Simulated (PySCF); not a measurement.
**From one method to the next for Sr**

Starting from one script, swap the method and compare what comes out for Sr.

Program: PySCF 2.14.0. Level of theory: method and basis as typed in the scripts. These are calculated values, not measurements.

### 1 The atom

Sr: 1 atom, charge 0, spin multiplicity 1.

### 2 Base script

Input file input.py:

```python
from pyscf import gto, scf, mcscf

mol = gto.M(
    atom='Sr 0 0 0',
    basis='x2c-tzvpall',
    charge=0,
    spin=0,
    verbose=4,
)
mf = scf.RHF(mol)
mf = mf.sfx2c1e()
mf.kernel()
mc = mcscf.CASCI(mf, 5, 4)
mc.kernel()
mc.analyze()
mf.dip_moment()
print('orbital energies (hartree):', mf.mo_energy[..., max(0, mol.nelec[1]-3):mol.nelec[0]+3].round(4))
```

The run is started by

```bash
OMP_NUM_THREADS=1 python input.py
```

The log of this run is left out.

It gives: E(SCF) = -3177.348356 Eh, 6 cycles, E(CAS) − E(SCF) = -0.01044 Eh.

### 3 ROHF

Variant 1 changes SCF type: RHF → ROHF.

Input file input.py:

```python
from pyscf import gto, scf, mcscf

mol = gto.M(
    atom='Sr 0 0 0',
    basis='x2c-tzvpall',
    charge=0,
    spin=0,
    verbose=4,
)
mf = scf.ROHF(mol)
mf = mf.sfx2c1e()
mf.kernel()
mc = mcscf.CASCI(mf, 5, 4)
mc.kernel()
mc.analyze()
mf.dip_moment()
print('orbital energies (hartree):', mf.mo_energy[..., max(0, mol.nelec[1]-3):mol.nelec[0]+3].round(4))
```

The run is started by

```bash
OMP_NUM_THREADS=1 python input.py
```

### 4 Active space 6 electrons in 5 orbitals

Variant 2 changes active space: 4 electrons in 5 orbitals → 6 electrons in 5 orbitals.

input.py, as its differences from that of step 2:

```diff
@@ -12,3 +12,3 @@
 mf.kernel()
-mc = mcscf.CASCI(mf, 5, 4)
+mc = mcscf.CASCI(mf, 5, 6)
 mc.kernel()
```

### 5 Pbe (RKS)

Variant 3 changes functional: none (Hartree–Fock) → pbe; SCF type: RHF → RKS; step after the SCF: casci → analyze.

Input file input.py:

```python
from pyscf import gto, dft

mol = gto.M(
    atom='Sr 0 0 0',
    basis='x2c-tzvpall',
    charge=0,
    spin=0,
    verbose=4,
)
mf = dft.RKS(mol, xc='pbe')
mf = mf.sfx2c1e()
mf.kernel()
mf.analyze()
print('orbital energies (hartree):', mf.mo_energy[..., max(0, mol.nelec[1]-3):mol.nelec[0]+3].round(4))
```

### 6 Blyp (RKS)

Variant 4 changes functional: none (Hartree–Fock) → blyp; SCF type: RHF → RKS; step after the SCF: casci → analyze.

Input file input.py:

```python
from pyscf import gto, dft

mol = gto.M(
    atom='Sr 0 0 0',
    basis='x2c-tzvpall',
    charge=0,
    spin=0,
    verbose=4,
)
mf = dft.RKS(mol, xc='blyp')
mf = mf.sfx2c1e()
mf.kernel()
mf.analyze()
print('orbital energies (hartree):', mf.mo_energy[..., max(0, mol.nelec[1]-3):mol.nelec[0]+3].round(4))
```

Q: Predict the outcome of this session. Wanted: for each run, E(SCF); from base; gap; after the SCF.

**Answer**, as computed:

```
                                   run  E(SCF) (hartree)  from base (eV)  cycles  gap (eV)                after the SCF
                                  base      -3177.348356               0       6      5.55  CASCI correlation -0.284 eV
                                  ROHF      -3177.348356          0.0000       6       n/a  CASCI correlation -0.284 eV
active space 6 electrons in 5 orbitals      -3177.348356          0.0000       6      5.55  CASCI correlation -0.201 eV
                             pbe (RKS)      -3178.886890  not comparable       5      2.24                          n/a
                            blyp (RKS)      -3179.370827  not comparable       6      2.27                          n/a
```

**Reading.** With ROHF the SCF ends at the base energy. A lower total energy from another functional means nothing by itself.
